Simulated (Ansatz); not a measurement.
# Zr: stress in a strained cell

Zr is deformed so: equal xx and yy strain of -2 %. What stress and forces result, by LAPW, PAW and all-electron datasets made for the crystal?

Program: Ansatz 0.2.0. Level of theory: DFT LDA, scalar-relativistic. These are calculated values, not measurements.

## 1. Starting point

It takes space group P6_3/mmc (No. 194, hexagonal). The conventional cell has a = 3.232 Å, b = 3.232 Å, c = 5.147 Å, α = 90.00°, β = 90.00°, γ = 120.00°. Zr (site symmetry -6m2) is surrounded by 12 Zr at 3.18 to 3.23 Å.

Coordinates:

```
CELL_PARAMETERS angstrom
3.23200 0.00000 0.00000
-1.61600 2.79899 0.00000
0.00000 0.00000 5.14700
ATOMIC_POSITIONS crystal
Zr 0.33333 0.66667 0.25000
Zr 0.66667 0.33333 0.75000
```

Atoms are numbered in the order of the input: Zr1, Zr2.

## 2. The deformed structure

Space group P6_3/mmc before, P6_3/mmc after.

## 3. All-electron LAPW

The input, input.yaml:

```yaml
crystal:
  lattice:
    - [3.167358258, 0.0, 0.0]
    - [-1.583679129, 2.7430127143, 0.0]
    - [0.0, 0.0, 5.147]
  atoms:
    - { symbol: Zr, position: [0.3333333333, 0.6666666667, 0.25] }
    - { symbol: Zr, position: [0.6666666667, 0.3333333333, 0.75] }
kpoints:
  mp_grid: { grid: [13, 13, 7] }
  band_path:
    path:
      - [0.0, 0.0, 0.0]
      - [0.5, 0.0, 0.0]
      - [0.3333333333, 0.3333333333, 0.0]
      - [0.0, 0.0, 0.0]
      - [0.0, 0.0, 0.5]
      - [0.5, 0.0, 0.5]
      - [0.3333333333, 0.3333333333, 0.5]
      - [0.0, 0.0, 0.5]
      - [0.5, 0.0, 0.5]
    npoints: 5
scf:
  occupations: { method: fermi_dirac, width: 0.03 }
hamiltonian:
  xc: lda
  pseudopotentials: { kind: all_electron, lapw: { basis_error: 0.00025 } }
output:
  forces: true
  stress: true
  eigenvalues: true
```

The run is started by

```
> ansatz run input.yaml --threads 1 --pin off --max-ram 3072MiB --backend cpu --events-out ev --progress --plain --runs-dir out
```

## 4. PAW on the default files

The input, input.yaml:

```yaml
crystal:
  lattice:
    - [3.167358258, 0.0, 0.0]
    - [-1.583679129, 2.7430127143, 0.0]
    - [0.0, 0.0, 5.147]
  atoms:
    - { symbol: Zr, position: [0.3333333333, 0.6666666667, 0.25] }
    - { symbol: Zr, position: [0.6666666667, 0.3333333333, 0.75] }
kpoints:
  mp_grid: { grid: [13, 13, 7] }
scf:
  occupations: { method: fermi_dirac, width: 0.03 }
hamiltonian:
  xc: lda
  pseudopotentials: { kind: paw }
output:
  forces: true
  stress: true
  eigenvalues: true
  efg: { contact_densities: true }
  write_density: true
  write_potential: true
  elf: true
  volumetric_format: npy
```

## 5. Datasets made for this crystal

Edit input.yaml of step 4 so:

```diff
@@ -14,3 +14,3 @@
   xc: lda
-  pseudopotentials: { kind: paw }
+  pseudopotentials: { kind: all_electron, datasets: crystal }
 output:
@@ -20,5 +20 @@
   efg: { contact_densities: true }
-  write_density: true
-  write_potential: true
-  elf: true
-  volumetric_format: npy
```

(Steps that only read results are left out.)

**Question.** What will these runs give? Wanted: pressure; largest shear or deviatoric stress.

**Answer**, as computed:

| quantity | value |
| --- | --- |
| pressure | LAPW -2.55, PAW -2.57, crystal datasets -2.55 GPa |
| largest shear or deviatoric stress (LAPW) | 0.34 GPa |

The largest part of the stress beyond the pressure is 0.34 GPa in size, in the zz component; the atoms are carried along and not relaxed. No run of the undeformed cell stands beside it, so the pressure holds what the given cell had before the change. PAW: stress within 0.03 GPa of LAPW. Crystal datasets: stress within 0.01 GPa of LAPW.
